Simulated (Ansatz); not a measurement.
# BrH₅OSi₂: up Jacob's ladder to CCSD(T)

An exercise on one series of results from a longer session: the logs are not shown, and one member is left open.

Program: Ansatz 0.2.0, Gaussian basis. Level of theory: functionals in def2-TZVPP, the program's frozen cores in correlated methods. These are calculated values, not measurements.

Levels to be run: LDA (SPW92), PBE-D4, revPBE-D4, BLYP-D4, r2SCAN-D4, B97M-V, PBE0-D4, B3LYP-D4, r2SCANh-D4, r2SCAN0-D4, HSE06-D4, BHLYP-D4, CAM-B3LYP-D4, LC-ωPBE, ωB97X-V, ωB97M-V, B2PLYP, PBE-QIDH; CCSD(T)/def2-SVP; CCSD(T)/def2-TZVPP; MP2/def2-QZVPP; extrapolation to the limit; RPA on PBE.

## Structure used throughout

The geometry comes from an earlier relaxation with PBE0-D4 in a triple-zeta def2 set; it is a stationary point, not always the lowest conformer.

SMILES `O[SiH2][SiH2]Br`, 9 atoms, charge 0, spin multiplicity 1.

Atoms are counted from 1 here; the program's logs count them from 0.

Bond lengths: O1–Si2 1.648 Å, O1–H5 0.961 Å, Si2–Si3 2.348 Å, Si2–H6 1.490 Å, Si2–H7 1.483 Å, Si3–Br4 2.247 Å, Si3–H8 1.485 Å, Si3–H9 1.485 Å. Angles: Si2–O1–H5 116.1°, O1–Si2–Si3 108.4°, O1–Si2–H6 112.4°, O1–Si2–H7 106.9°, Si3–Si2–H6 107.8°, Si3–Si2–H7 112.3°, H6–Si2–H7 109.1°, Si2–Si3–Br4 103.2°, Si2–Si3–H8 114.8°, Si2–Si3–H9 114.8°, Br4–Si3–H8 106.7°, Br4–Si3–H9 107.4°, H8–Si3–H9 109.1°.

Set-up of the first run:

The input, in.yaml:

```yaml
crystal:
  periodic: [false, false, false]
  atoms:
    - {symbol: O, position_ang: [-0.259511, 1.070857, -1.669040]}
    - {symbol: Si, position_ang: [0.630350, 0.887645, -0.294546]}
    - {symbol: Si, position_ang: [-0.028964, -1.107687, 0.753108]}
    - {symbol: Br, position_ang: [-2.263096, -1.099974, 0.515244]}
    - {symbol: H, position_ang: [-1.193147, 0.855343, -1.599796]}
    - {symbol: H, position_ang: [0.417603, 2.001478, 0.671745]}
    - {symbol: H, position_ang: [2.056262, 0.865569, -0.702889]}
    - {symbol: H, position_ang: [0.465944, -2.346516, 0.101584]}
    - {symbol: H, position_ang: [0.263159, -1.173116, 2.207493]}
basis:
  gaussian: {orbitals: def2-TZVPP}
hamiltonian: {xc: lda}
output: {orbitals: {seedname: orbitals}}
```

Steps of the session up to this table: LDA; PBE-D4 (GGA); revPBE-D4 (GGA); BLYP-D4 (GGA); r2SCAN-D4 (meta-GGA); B97M-V (meta-GGA); PBE0-D4 (hybrid); B3LYP-D4 (hybrid); r2SCANh-D4 (hybrid); r2SCAN0-D4 (hybrid); HSE06-D4 (hybrid); BHLYP-D4 (hybrid); CAM-B3LYP-D4 (range-separated); LC-ωPBE (range-separated); ωB97X-V (range-separated); ωB97M-V (range-separated); B2PLYP (double hybrid); PBE-QIDH (double hybrid).

One of the session's tables, all rows but one given; the rest of the session is left out.

It belongs to the step «Frontier levels by functional». 

| functional | HOMO (eV) | gap (eV) |
| --- | --- | --- |
| LDA (SPW92) | -6.80 | 4.58 |
| PBE-D4 | -6.69 | 4.73 |
| revPBE-D4 | -6.65 | 4.79 |
| BLYP-D4 | ? | ? |
| r2SCAN-D4 | -6.98 | 5.29 |
| B97M-V | -7.09 | 5.29 |
| PBE0-D4 | -7.89 | 6.76 |
| B3LYP-D4 | -7.69 | 6.38 |
| r2SCANh-D4 | -7.42 | 6.02 |
| r2SCAN0-D4 | -8.07 | 7.10 |
| HSE06-D4 | -7.49 | 5.99 |
| BHLYP-D4 | -8.98 | 8.78 |
| CAM-B3LYP-D4 | -9.18 | 9.09 |
| LC-ωPBE | -10.47 | 11.50 |
| ωB97X-V | -10.15 | 11.07 |
| ωB97M-V | -9.94 | 10.60 |

**Question.** Estimate the row for BLYP-D4.

Worked estimate for «HOMO (eV)». Against the share of exact exchange, B3LYP-D4 (0.2, -7.69), BHLYP-D4 (0.5, -8.98) give a slope of -4.30 per unit share; at 0 the line stands at -6.83.

As computed: HOMO (eV): -6.57; gap (eV): 4.77. In «HOMO (eV)» the line misses by -0.26.
